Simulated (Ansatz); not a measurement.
# F2GeH2O: the cost of one run

Method: RHF/def2-SVPD, in Ansatz 0.2.0.

## 1. The starting structure

Bond lengths: Ge1–O2 1.770 Å, O2–H3 1.010 Å, Ge1–F4 1.680 Å, Ge1–H5 1.549 Å, Ge1–F6 1.679 Å. Angles: Ge1–O2–H3 109.5°, O2–Ge1–F4 109.4°, O2–Ge1–H5 109.5°, O2–Ge1–F6 109.5°, F4–Ge1–H5 109.5°, F4–Ge1–F6 109.5°, H5–Ge1–F6 109.5°.

Structure file:

```xyz
6

Ge    0.0000    0.0000    0.0000
O     0.0000    0.0000    1.7700
H    -0.9095   -0.2814    2.1071
F     1.5842    0.0000   -0.5594
H    -0.7300    1.2648   -0.5162
F    -0.7913   -1.3709   -0.5594
```

## 2. Preparing the start

The input, input.yaml:

```yaml
crystal:
  periodic: [false, false, false]
  atoms:
    - { symbol: Ge, position_ang: [0.0, 0.0, 0.0] }
    - { symbol: O, position_ang: [0.0, 0.0, 1.77] }
    - { symbol: H, position_ang: [-0.9095, -0.2814, 2.1071] }
    - { symbol: F, position_ang: [1.5842, 0.0, -0.5594] }
    - { symbol: H, position_ang: [-0.73, 1.2648, -0.5162] }
    - { symbol: F, position_ang: [-0.7913, -1.3709, -0.5594] }
basis:
  gaussian: { orbitals: def2-SVPD }
hamiltonian:
  xc: hf
relax:
  f_tol: 0.02
  max_steps: 40
```

Command:

```sh
ansatz run input.yaml --threads 2 --pin off --max-ram 3072MiB --backend cpu --events-out ev --progress --plain --runs-dir out
```

What time and memory should one allow on 2 threads of Arm Neoverse V1, shared host?

About 27 s, with a peak of 0.28 GiB.
